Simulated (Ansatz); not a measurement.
# Li3Cu4C4O12: the cost of one run

Program: Ansatz 0.2.0. Level of theory: DFT PBEsol, plane waves, PAW, scalar-relativistic, no spin polarisation. These are calculated values, not measurements.

### Step 1. The starting structure

The cell holds 23 atoms (C4Cu4Li3O12): a = 5.356 Å, b = 6.316 Å, c = 8.886 Å, α = 90.00°, β = 90.00°, γ = 90.00°.

The coordinates stand in the first input below.

### Step 2. Run 1

110 steps of 1 fs under a Langevin thermostat and barostat at 900 K and 0 GPa.

Input file input.yaml:

```yaml
accuracy: low
crystal:
  lattice:
    - [-5.355735, 0.0, 0.0]
    - [0.0, -6.315906, 0.0]
    - [0.0, 0.0, 8.886189]
  atoms:
    - { symbol: Li, position: [0.0, 0.25, 0.362116] }
    - { symbol: Li, position: [0.0, 0.75, 0.637884] }
    - { symbol: Cu, position: [0.25, 0.25, 0.0] }
    - { symbol: Cu, position: [0.25, 0.75, 0.0] }
    - { symbol: C, position: [0.0, 0.75, 0.283797] }
    - { symbol: C, position: [0.0, 0.25, 0.716203] }
    - { symbol: O, position: [0.783342, 0.75, 0.210372] }
    - { symbol: O, position: [0.0, 0.75, 0.426633] }
    - { symbol: O, position: [0.216658, 0.75, 0.210372] }
    - { symbol: O, position: [0.216658, 0.25, 0.789628] }
    - { symbol: O, position: [0.0, 0.25, 0.573367] }
    - { symbol: O, position: [0.783342, 0.25, 0.789628] }
    - { symbol: Li, position: [0.5, 0.25, 0.637884] }
    - { symbol: Cu, position: [0.75, 0.75, 0.0] }
    - { symbol: Cu, position: [0.75, 0.25, 0.0] }
    - { symbol: C, position: [0.5, 0.25, 0.283797] }
    - { symbol: C, position: [0.5, 0.75, 0.716203] }
    - { symbol: O, position: [0.283342, 0.25, 0.210372] }
    - { symbol: O, position: [0.5, 0.25, 0.426633] }
    - { symbol: O, position: [0.716658, 0.25, 0.210372] }
    - { symbol: O, position: [0.716658, 0.75, 0.789628] }
    - { symbol: O, position: [0.5, 0.75, 0.573367] }
    - { symbol: O, position: [0.283342, 0.75, 0.789628] }
basis:
  ecutwfc: 420.0
kpoints:
  mp_grid: { grid: [2, 2, 1] }
hamiltonian:
  xc: pbesol
scf:
  occupations: { method: fermi_dirac, width: 0.05 }
  lower_state_search: "off"
md:
  timestep: 1
  n_steps: 110
  ensemble: npt_langevin
  temperature: 900.0
  initial_velocities: maxwell_boltzmann
  seed: 373596
  friction: 0.05
  pressure: 0.0
  fix_cell: [angles]
```

Run with:

```bash
ansatz run input.yaml --threads 1 --pin off --max-ram 3072MiB --backend cpu --events-out ev --progress --plain --runs-dir out
```

Q: Estimate wall time and peak memory on 1 thread of Arm Neoverse V2, shared host.

About 13 min, with a peak of 0.7 GiB.
